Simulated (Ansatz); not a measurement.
# AlGaNH (singlet): B2PLYP, RPA-PBE over vertical spin and charge gaps and displaced geometries, cc-pVDZ

How well do these functionals follow the top wave-function level for AlGaNH (singlet) over vertical spin and charge gaps and displaced geometries?

Computed with Ansatz 0.2.0, Gaussian basis. Level: cc-pVDZ, all electrons in the functionals, frozen cores in the correlation of double hybrids and RPA.

The runs, in order: B2PLYP, RPA-PBE, at charge 0, singlet; charge 0, triplet; charge 1, doublet; displaced geometry v1; displaced geometry v2.

18 further runs of the same task are left out: 7 that didn't finish, 11 set aside as unsound or not needed. Runs told in other sessions of the task aren't counted.

## (1) The system

The geometry is a PBE0/def2-TZVP stationary point (not a proven minimum). No spin-orbit coupling is included. The filled d shell of Ga may be among the frozen orbitals whatever the setting's name suggests.

4 atoms, charge 0, spin multiplicity 1.

Atoms are counted from 1 here; the program's logs count them from 0.

Bond lengths: Ga1–N3 1.830 Å, Al2–N3 1.661 Å, Al2–H4 1.572 Å. Angles: N3–Al2–H4 180.0°, Ga1–N3–Al2 180.0°.

As a file:

| atom | x (Å) | y (Å) | z (Å) |
| --- | --- | --- | --- |
| Ga1 | 0.00000 | 0.00000 | 2.59620 |
| Al2 | 0.00000 | 0.00000 | -0.89480 |
| N3 | 0.00000 | 0.00000 | 0.76590 |
| H4 | 0.00000 | 0.00000 | -2.46730 |

No dispersion term is added.

The geometry shown and the zero of energy belong to the point charge 0, singlet. The yardstick, RCCSD(T), and other wave-function levels (R restricted, U unrestricted, valence and pair active spaces) come from earlier runs.

## (2) B2PLYP, charge 0, singlet

The input, in.yaml:

```yaml
crystal:
  periodic: [false, false, false]
  atoms:
    - {symbol: Ga, position_ang: [0.000000, 0.000000, 2.596200]}
    - {symbol: Al, position_ang: [0.000000, 0.000000, -0.894800]}
    - {symbol: N, position_ang: [0.000000, 0.000000, 0.765900]}
    - {symbol: H, position_ang: [0.000000, 0.000000, -2.467300]}
basis:
  gaussian: {orbitals: cc-pVDZ}
hamiltonian: {xc: {name: B2PLYP}}
correlation: {electrons: outside_noble_gas}
```

The run is started by

```bash
$ ansatz run in.yaml --threads 1 --pin off --events-out ev --progress --plain --max-ram 2393MiB
```

The program printed:

```text
Functional definition: B2PLYP
  name "B2PLYP"
  cite "Grimme, J. Chem. Phys. 124, 034108 (2006) doi:10.1063/1.2148954"
  cite "Becke, Phys. Rev. A 38, 3098 (1988) doi:10.1103/PhysRevA.38.3098"
  cite "Lee, Yang & Parr, Phys. Rev. B 37, 785 (1988) doi:10.1103/PhysRevB.37.785"
  parameter a = 0.53
  parameter c = 0.27
  exchange = (1 - a)*b88_x + a*exact_x
  correlation = (1 - c)*lyp_c + c*(mp2_os + mp2_ss)
684 factors; integrals over basis functions are off by at most 1.0e-3 eV
mean field evaluation 1: about -60449.8667 eV, gradient 6.9e1 eV
mean field evaluation 2: about -60449.9115 eV, gradient 6.9e1 eV
mean field evaluation 4: about -60460.2380 eV, gradient 1.4e1 eV
mean field evaluation 8: about -60461.0536 eV, gradient 6.4e-1 eV
mean field evaluation 16: about -60461.0552 eV, gradient 6.0e-5 eV
mean field evaluation 32: about -60449.3687 eV, gradient 8.6e0 eV
mean field -60461.05516792 eV, -2221.9027954460 hartree, gradient 7.3e-6 eV, S^2 0.000000; 0 other end points of the search recorded, 0 dependent functions left out
20 core orbitals not correlated: weight in the atoms' cores, before any rotation towards them, 0.942 or more for the frozen orbitals, at most 0.053 for the correlated occupied ones
reference -60461.05530223 eV, -2221.9028003817 hartree; 6, 6 occupied and 38, 38 virtual orbitals, 684 factors
second order -10.13583173 eV of doubles, -0.00000000 eV of singles
Total energy: -60463.79197680 eV, -2222.0033713171 hartree
```

Wall time 3.1 s (1 thread of Arm Neoverse V2, shared host).

## (3) B2PLYP, charge 0, triplet

in.yaml: that of step 2 with these lines changed.

```diff
@@ -9,2 +9,3 @@
   gaussian: {orbitals: cc-pVDZ}
+magnetization: {spin_polarized: true, initial_magnetization: 2}
 hamiltonian: {xc: {name: B2PLYP}}
```

Same command.

The program printed (excerpt; [...] marks lines left out):

```text
Functional definition: B2PLYP
  name "B2PLYP"
  cite "Grimme, J. Chem. Phys. 124, 034108 (2006) doi:10.1063/1.2148954"
  cite "Becke, Phys. Rev. A 38, 3098 (1988) doi:10.1103/PhysRevA.38.3098"
  cite "Lee, Yang & Parr, Phys. Rev. B 37, 785 (1988) doi:10.1103/PhysRevB.37.785"
[...]
684 factors; integrals over basis functions are off by at most 1.0e-3 eV
[...]
mean field -60457.92750429 eV, -2221.7878559274 hartree, gradient 2.4e-6 eV, S^2 2.023586; 9 other end points of the search recorded, 0 dependent functions left out
20 core orbitals not correlated: weight in the atoms' cores, before any rotation towards them, 0.965 or more for the frozen orbitals, at most 0.034 for the correlated occupied ones
reference -60457.92763916 eV, -2221.7878608840 hartree; 7, 5 occupied and 37, 39 virtual orbitals, 684 factors
second order -9.67141102 eV of doubles, -0.00000000 eV of singles
Total energy: -60460.53892014 eV, -2221.8838236899 hartree
```

Wall time 21 s (1 thread of Arm Neoverse V2, shared host).

From the report: ⟨S²⟩ of the determinant 2.024 (pure triplet: 2.00).

From charge 0, singlet: +3.253 eV.

## (4) B2PLYP, charge 1, doublet

in.yaml: that of step 3 with these lines changed.

```diff
@@ -9,3 +9,4 @@
   gaussian: {orbitals: cc-pVDZ}
-magnetization: {spin_polarized: true, initial_magnetization: 2}
+total_charge: 1
+magnetization: {spin_polarized: true, initial_magnetization: 1}
 hamiltonian: {xc: {name: B2PLYP}}
```

The command is unchanged.

The program printed (excerpt; [...] marks lines left out):

```text
Functional definition: B2PLYP
  name "B2PLYP"
  cite "Grimme, J. Chem. Phys. 124, 034108 (2006) doi:10.1063/1.2148954"
  cite "Becke, Phys. Rev. A 38, 3098 (1988) doi:10.1103/PhysRevA.38.3098"
  cite "Lee, Yang & Parr, Phys. Rev. B 37, 785 (1988) doi:10.1103/PhysRevB.37.785"
[...]
684 factors; integrals over basis functions are off by at most 1.0e-3 eV
[...]
mean field -60453.50939294 eV, -2221.6254933303 hartree, gradient 9.7e-6 eV, S^2 0.759382; 2 other end points of the search recorded, 0 dependent functions left out
20 core orbitals not correlated: weight in the atoms' cores, before any rotation towards them, 0.970 or more for the frozen orbitals, at most 0.026 for the correlated occupied ones
reference -60453.50953435 eV, -2221.6254985270 hartree; 6, 5 occupied and 38, 39 virtual orbitals, 684 factors
second order -9.00190434 eV of doubles, -0.00000000 eV of singles
Total energy: -60455.94004853 eV, -2221.7148182753 hartree
```

Wall time 5.5 s (1 thread of Arm Neoverse V2, shared host).

From the report: ⟨S²⟩ of the determinant 0.759 (pure doublet: 0.75).

From charge 0, singlet: +7.852 eV.

## (5) B2PLYP, displaced geometry v1

The input, in.yaml:

```yaml
crystal:
  periodic: [false, false, false]
  atoms:
    - {symbol: Ga, position_ang: [0.002337, -0.001845, 2.618421]}
    - {symbol: Al, position_ang: [0.001504, -0.017987, -0.883732]}
    - {symbol: N, position_ang: [0.049468, 0.041323, 0.734355]}
    - {symbol: H, position_ang: [-0.053309, -0.021491, -2.469043]}
basis:
  gaussian: {orbitals: cc-pVDZ}
hamiltonian: {xc: {name: B2PLYP}}
correlation: {electrons: outside_noble_gas}
```

The command is unchanged.

The program printed (excerpt; [...] marks lines left out):

```text
Functional definition: B2PLYP
  name "B2PLYP"
  cite "Grimme, J. Chem. Phys. 124, 034108 (2006) doi:10.1063/1.2148954"
  cite "Becke, Phys. Rev. A 38, 3098 (1988) doi:10.1103/PhysRevA.38.3098"
  cite "Lee, Yang & Parr, Phys. Rev. B 37, 785 (1988) doi:10.1103/PhysRevB.37.785"
[...]
684 factors; integrals over basis functions are off by at most 9.8e-4 eV
[...]
mean field -60460.99326227 eV, -2221.9005204553 hartree, gradient 3.1e-6 eV, S^2 0.000000; 0 other end points of the search recorded, 0 dependent functions left out
20 core orbitals not correlated: weight in the atoms' cores, before any rotation towards them, 0.959 or more for the frozen orbitals, at most 0.037 for the correlated occupied ones
reference -60460.99339697 eV, -2221.9005254053 hartree; 6, 6 occupied and 38, 38 virtual orbitals, 684 factors
second order -10.10137498 eV of doubles, -0.00000000 eV of singles
Total energy: -60463.72076821 eV, -2222.0007544499 hartree
```

Wall time 3.1 s (1 thread of Arm Neoverse V2, shared host).

From charge 0, singlet: +0.071 eV.

## (6) B2PLYP, displaced geometry v2

The input, in.yaml:

```yaml
crystal:
  periodic: [false, false, false]
  atoms:
    - {symbol: Ga, position_ang: [0.064568, 0.023749, 2.587041]}
    - {symbol: Al, position_ang: [-0.100306, 0.032123, -0.892365]}
    - {symbol: N, position_ang: [-0.023685, -0.000301, 0.760155]}
    - {symbol: H, position_ang: [0.059423, -0.055571, -2.454831]}
basis:
  gaussian: {orbitals: cc-pVDZ}
hamiltonian: {xc: {name: B2PLYP}}
correlation: {electrons: outside_noble_gas}
```

The command is unchanged.

The program printed (excerpt; [...] marks lines left out):

```text
Functional definition: B2PLYP
  name "B2PLYP"
  cite "Grimme, J. Chem. Phys. 124, 034108 (2006) doi:10.1063/1.2148954"
  cite "Becke, Phys. Rev. A 38, 3098 (1988) doi:10.1103/PhysRevA.38.3098"
  cite "Lee, Yang & Parr, Phys. Rev. B 37, 785 (1988) doi:10.1103/PhysRevB.37.785"
[...]
684 factors; integrals over basis functions are off by at most 9.8e-4 eV
[...]
mean field -60461.03112385 eV, -2221.9019118425 hartree, gradient 2.1e-6 eV, S^2 0.000000; 2 other end points of the search recorded, 0 dependent functions left out
20 core orbitals not correlated: weight in the atoms' cores, before any rotation towards them, 0.941 or more for the frozen orbitals, at most 0.054 for the correlated occupied ones
reference -60461.03125846 eV, -2221.9019167895 hartree; 6, 6 occupied and 38, 38 virtual orbitals, 684 factors
second order -10.12424405 eV of doubles, -0.00000000 eV of singles
Total energy: -60463.76480435 eV, -2222.0023727482 hartree
```

It took 3.5 s on 1 thread of Arm Neoverse V2, shared host.

From charge 0, singlet: +0.027 eV.

## (7) RPA-PBE, charge 0, singlet

The input, in.yaml:

```yaml
crystal:
  periodic: [false, false, false]
  atoms:
    - {symbol: Ga, position_ang: [0.000000, 0.000000, 2.596200]}
    - {symbol: Al, position_ang: [0.000000, 0.000000, -0.894800]}
    - {symbol: N, position_ang: [0.000000, 0.000000, 0.765900]}
    - {symbol: H, position_ang: [0.000000, 0.000000, -2.467300]}
basis:
  gaussian: {orbitals: cc-pVDZ}
hamiltonian: {xc: {name: PBE}}
correlation: {method: rpa, electrons: outside_noble_gas}
```

The command is unchanged.

The program printed (excerpt; [...] marks lines left out):

```text
Functional definition: PBE
  name "PBE"
  cite "Perdew, Burke & Ernzerhof, Phys. Rev. Lett. 77, 3865 (1996) doi:10.1103/PhysRevLett.77.3865"
  parent pbe
[...]
684 factors; integrals over basis functions are off by at most 1.0e-3 eV
[...]
mean field -60466.26033685 eV, -2222.0940818760 hartree, gradient 2.6e-6 eV, S^2 0.000000; 0 other end points of the search recorded, 0 dependent functions left out
20 core orbitals not correlated: weight in the atoms' cores, before any rotation towards them, 0.838 or more for the frozen orbitals, at most 0.153 for the correlated occupied ones
reference -60411.86545286 eV, -2220.0951067594 hartree; 6, 6 occupied and 38, 38 virtual orbitals, 684 factors
Total energy: -60424.54983746 eV, -2220.5612492959 hartree
```

Run time: 2.2 s. Hardware: 1 thread of Arm Neoverse V2, shared host.

## (8) RPA-PBE, charge 0, triplet

in.yaml: that of step 7 with these lines changed.

```diff
@@ -9,2 +9,3 @@
   gaussian: {orbitals: cc-pVDZ}
+magnetization: {spin_polarized: true, initial_magnetization: 2}
 hamiltonian: {xc: {name: PBE}}
```

Launched as before.

The program printed (excerpt; [...] marks lines left out):

```text
Functional definition: PBE
  name "PBE"
  cite "Perdew, Burke & Ernzerhof, Phys. Rev. Lett. 77, 3865 (1996) doi:10.1103/PhysRevLett.77.3865"
  parent pbe
[...]
684 factors; integrals over basis functions are off by at most 1.0e-3 eV
[...]
mean field -60463.17651635 eV, -2221.9807535628 hartree, gradient 4.3e-6 eV, S^2 2.011260; 13 other end points of the search recorded, 0 dependent functions left out
20 core orbitals not correlated: weight in the atoms' cores, before any rotation towards them, 0.910 or more for the frozen orbitals, at most 0.087 for the correlated occupied ones
reference -60408.98779983 eV, -2219.9893549610 hartree; 7, 5 occupied and 37, 39 virtual orbitals, 684 factors
Total energy: -60421.52444782 eV, -2220.4500682773 hartree
```

It took 23 s on 1 thread of Arm Neoverse V2, shared host.

From the report: ⟨S²⟩ of the determinant 2.011 (pure triplet: 2.00).

From charge 0, singlet: +3.025 eV.

## (9) RPA-PBE, charge 1, doublet

in.yaml: that of step 8 with these lines changed.

```diff
@@ -9,3 +9,4 @@
   gaussian: {orbitals: cc-pVDZ}
-magnetization: {spin_polarized: true, initial_magnetization: 2}
+total_charge: 1
+magnetization: {spin_polarized: true, initial_magnetization: 1}
 hamiltonian: {xc: {name: PBE}}
```

Same command.

The program printed (excerpt; [...] marks lines left out):

```text
Functional definition: PBE
  name "PBE"
  cite "Perdew, Burke & Ernzerhof, Phys. Rev. Lett. 77, 3865 (1996) doi:10.1103/PhysRevLett.77.3865"
  parent pbe
[...]
684 factors; integrals over basis functions are off by at most 1.0e-3 eV
[...]
mean field -60458.26352705 eV, -2221.8002045362 hartree, gradient 2.6e-6 eV, S^2 0.753329; 5 other end points of the search recorded, 0 dependent functions left out
20 core orbitals not correlated: weight in the atoms' cores, before any rotation towards them, 0.932 or more for the frozen orbitals, at most 0.062 for the correlated occupied ones
reference -60405.14095777 eV, -2219.8479861229 hartree; 6, 5 occupied and 38, 39 virtual orbitals, 684 factors
Total energy: -60416.71956063 eV, -2220.2734919297 hartree
```

Run time: 11 s. Hardware: 1 thread of Arm Neoverse V2, shared host.

From the report: ⟨S²⟩ of the determinant 0.753 (pure doublet: 0.75).

From charge 0, singlet: +7.830 eV.

## (10) RPA-PBE, displaced geometry v1

The input, in.yaml:

```yaml
crystal:
  periodic: [false, false, false]
  atoms:
    - {symbol: Ga, position_ang: [0.002337, -0.001845, 2.618421]}
    - {symbol: Al, position_ang: [0.001504, -0.017987, -0.883732]}
    - {symbol: N, position_ang: [0.049468, 0.041323, 0.734355]}
    - {symbol: H, position_ang: [-0.053309, -0.021491, -2.469043]}
basis:
  gaussian: {orbitals: cc-pVDZ}
hamiltonian: {xc: {name: PBE}}
correlation: {method: rpa, electrons: outside_noble_gas}
```

Launched as before.

The program printed (excerpt; [...] marks lines left out):

```text
Functional definition: PBE
  name "PBE"
  cite "Perdew, Burke & Ernzerhof, Phys. Rev. Lett. 77, 3865 (1996) doi:10.1103/PhysRevLett.77.3865"
  parent pbe
[...]
684 factors; integrals over basis functions are off by at most 9.8e-4 eV
[...]
mean field -60466.17717192 eV, -2222.0910256210 hartree, gradient 5.6e-6 eV, S^2 0.000000; 0 other end points of the search recorded, 0 dependent functions left out
20 core orbitals not correlated: weight in the atoms' cores, before any rotation towards them, 0.880 or more for the frozen orbitals, at most 0.113 for the correlated occupied ones
reference -60411.82630242 eV, -2220.0936680072 hartree; 6, 6 occupied and 38, 38 virtual orbitals, 684 factors
Total energy: -60424.48575999 eV, -2220.5588944923 hartree
```

Run time: 2.2 s. Hardware: 1 thread of Arm Neoverse V2, shared host.

From charge 0, singlet: +0.064 eV.

## (11) RPA-PBE, displaced geometry v2

The input, in.yaml:

```yaml
crystal:
  periodic: [false, false, false]
  atoms:
    - {symbol: Ga, position_ang: [0.064568, 0.023749, 2.587041]}
    - {symbol: Al, position_ang: [-0.100306, 0.032123, -0.892365]}
    - {symbol: N, position_ang: [-0.023685, -0.000301, 0.760155]}
    - {symbol: H, position_ang: [0.059423, -0.055571, -2.454831]}
basis:
  gaussian: {orbitals: cc-pVDZ}
hamiltonian: {xc: {name: PBE}}
correlation: {method: rpa, electrons: outside_noble_gas}
```

The command is unchanged.

The program printed (excerpt; [...] marks lines left out):

```text
Functional definition: PBE
  name "PBE"
  cite "Perdew, Burke & Ernzerhof, Phys. Rev. Lett. 77, 3865 (1996) doi:10.1103/PhysRevLett.77.3865"
  parent pbe
[...]
684 factors; integrals over basis functions are off by at most 9.8e-4 eV
[...]
mean field -60466.23302919 eV, -2222.0930783381 hartree, gradient 4.8e-6 eV, S^2 0.000000; 0 other end points of the search recorded, 0 dependent functions left out
20 core orbitals not correlated: weight in the atoms' cores, before any rotation towards them, 0.836 or more for the frozen orbitals, at most 0.156 for the correlated occupied ones
reference -60411.84293938 eV, -2220.0942794043 hartree; 6, 6 occupied and 38, 38 virtual orbitals, 684 factors
Total energy: -60424.52246725 eV, -2220.5602434591 hartree
```

It took 2.2 s on 1 thread of Arm Neoverse V2, shared host.

From charge 0, singlet: +0.027 eV.

## (12) The comparison

No level is safe as a reference over these points; RCCSD(T) serves as a yardstick only. It comes from earlier runs at the same points. Energies in eV, counted from charge 0, singlet; blanks weren't run or aren't comparable.

| level | singlet to triplet | ionisation to the doublet cation | displacement v1 | displacement v2 |
| --- | --- | --- | --- | --- |
| RCCSD(T) | 3.088 | 7.696 | 0.072 | 0.028 |
| B2PLYP | 3.253 | 7.852 | 0.071 | 0.027 |
| RPA-PBE | 3.025 | 7.830 | 0.064 | 0.027 |

Largest miss and mean time a point (RCCSD(T) took 14 s a point; shared hosts):

| level | largest miss (eV) | where | time a point |
| --- | --- | --- | --- |
| B2PLYP | +0.165 | singlet to triplet | 7.2 s |
| RPA-PBE | +0.135 | ionisation to the doublet cation | 8 s |

## (13) Outcome

```
                                  quantity                                         value
              singlet to triplet, RCCSD(T)                                      3.088 eV
ionisation to the doublet cation, RCCSD(T)                                      7.696 eV
                 displacement v1, RCCSD(T)                                      0.072 eV
                 displacement v2, RCCSD(T)                                      0.028 eV
                      largest miss, B2PLYP                +0.165 eV (singlet to triplet)
                     largest miss, RPA-PBE  +0.135 eV (ionisation to the doublet cation)
```

**Reading.** Of the functionals, RPA-PBE keep the smallest largest miss at the points compared (at most 0.135 eV) and B2PLYP strays most (0.165 eV, at singlet to triplet). Functionals and the yardstick converge differently with the basis, so part of each miss in cc-pVDZ is the basis. The yardstick itself may be off where one determinant is a poor start.
